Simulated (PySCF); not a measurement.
# C2H7BO3: geometry, spin-spin couplings

Aim: predict the spin-spin couplings of C2H7BO3 (`COCB(O)O`).

Computed with PySCF 2.14.0, with density-fitted response routines of our own, on a single molecule in the gas phase. Atoms are numbered from 0 throughout.

## Step 1: The starting structure

13 atoms, charge 0, multiplicity 1; geometry from: GFN2-xTB. The atoms were then displaced at random by about 0.01 Å, so the start is not that level's minimum.

Bonds of the start (Å): C0–O1 1.40, O1–C2 1.43, C2–B3 1.58, B3–O4 1.40, B3–O5 1.34, C0–H6 1.09, C0–H7 1.09, C0–H8 1.12, C2–H9 1.09, C2–H10 1.10, O4–H11 0.95, O5–H12 0.98.

## Step 2: Relaxing the molecule at PBE0-D3(BJ)/def2-SVP

The job: settings as JSON, then the geometry in Å.

```
{"job": {"xc": "PBE0", "basis": "def2-SVP", "d3": "d3bj", "grid": 1, "shake": 0.01, "kind": "geom"}, "charge": 0, "multiplicity": 1}
C      1.944340     0.230940    -0.282600
O      1.138160    -0.426380     0.661030
C     -0.128700    -0.866040     0.154800
B     -1.172180     0.252150    -0.247170
O     -2.494770    -0.120010    -0.519460
O     -0.897540     1.556900    -0.353540
H      2.147040    -0.389500    -1.151050
H      2.872080     0.519790     0.206510
H      1.425590     1.171550    -0.616400
H      0.064370    -1.532790    -0.691500
H     -0.518200    -1.498110     0.972710
H     -2.707250    -1.037710    -0.417890
H     -1.667120     2.122330    -0.587000
```

Started as:

```
> OMP_NUM_THREADS=1 python probes_run.py task.json out
```

This one command runs all jobs of the session in turn.

**Question.** This job is followed by: B3LYP/cc-pVTZ indirect spin-spin coupling, non-relativistic, gas phase; B3LYP/6-31G* indirect spin-spin coupling, non-relativistic, gas phase. What will the session give for the following? point group; rotational constants (main isotopes); largest coupling of the table (B3LYP/cc-pVTZ); range of J(C0,H6), mean over like pairs.

**Answer**, as computed:

| quantity | value |
| --- | --- |
| point group | C1 |
| rotational constants (main isotopes) | 6.64, 2.22, 1.88 GHz |
| largest coupling of the table (B3LYP/cc-pVTZ) | 1J(C,H) C0–H6, 129.0 Hz (mean over like pairs) |
| range of J(C0,H6), mean over like pairs | 129.0 to 148.5 Hz |

**Reading.** The start of the PBE0/def2-SVP relaxation was shaken at random by about 0.01 Å, so part of the energy gained, and of the first lengths quoted, undoes that. The optimisation took 10 steps and gained 0.154 eV; among the close pairs (by a distance rule), O1–C2 changed most, from 1.433 to 1.400 Å. In the run at B3LYP/cc-pVTZ, the largest coupling of the table is C0–H6 (mean over like pairs), 129.0 Hz, of which the Fermi-contact term gives 127.7 Hz. Couplings across rotatable bonds belong to this one conformer; where others are populated, the observed values are averages. The coupling C0–H6, as a mean over pairs of its kind, runs from 129.0 Hz (B3LYP/cc-pVTZ) to 148.5 Hz (B3LYP/6-31G*). Couplings from bases without tight functions are rough.
